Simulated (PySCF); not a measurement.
# C3H7FOSi: the cost of one run

The runs use PySCF 2.14.0, with density-fitted response routines of our own; the level of theory stands in each step. All values are computed, except where a source is named. Atoms are numbered from 0 throughout.

## 1. The molecule as given

13 atoms, charge 0, multiplicity 1; geometry from: PBE0-D3(BJ)/def2-SVP.

Bonds of the start (Å): F0–C1 1.36, C1–C2 1.49, C2–C3 1.50, C3–O4 1.38, O4–Si5 1.68, C3–C1 1.50, C1–H6 1.09, C2–H7 1.09, C2–H8 1.09, C3–H9 1.10, Si5–H10 1.49, Si5–H11 1.49, Si5–H12 1.49.

## 2. NMR shieldings: PBE0/6-31G*

What the job is given:

```
{"job": {"kind": "nmr", "xc": "PBE0", "basis": "6-31G*", "pop": true}, "charge": 0, "multiplicity": 1}
F      0.127453     1.624798     0.523231
C     -0.757675     1.071150    -0.348794
C     -1.802331     0.169441     0.215430
C     -0.639064    -0.409991    -0.543067
O      0.309810    -1.103523     0.171537
Si     1.923695    -0.689606     0.369657
H     -0.973524     1.734352    -1.192503
H     -1.757737     0.025229     1.298212
H     -2.802537     0.163231    -0.224940
H     -0.826707    -0.805722    -1.549704
H      2.166839    -0.032771     1.684747
H      2.375410     0.197332    -0.744537
H      2.680946    -1.972925     0.329227
```

Level: GIAO PBE0/6-31G* NMR shielding, non-relativistic, gas phase.

On the command line:

```console
> OMP_NUM_THREADS=1 python probes_run.py task.json out
```

This one command runs all jobs of the session in turn.

**Question.** How long does this first job take on 1 thread of Arm Neoverse N1, shared host, and how much memory does it need?

About 17 s, with a peak of 0.59 GiB.
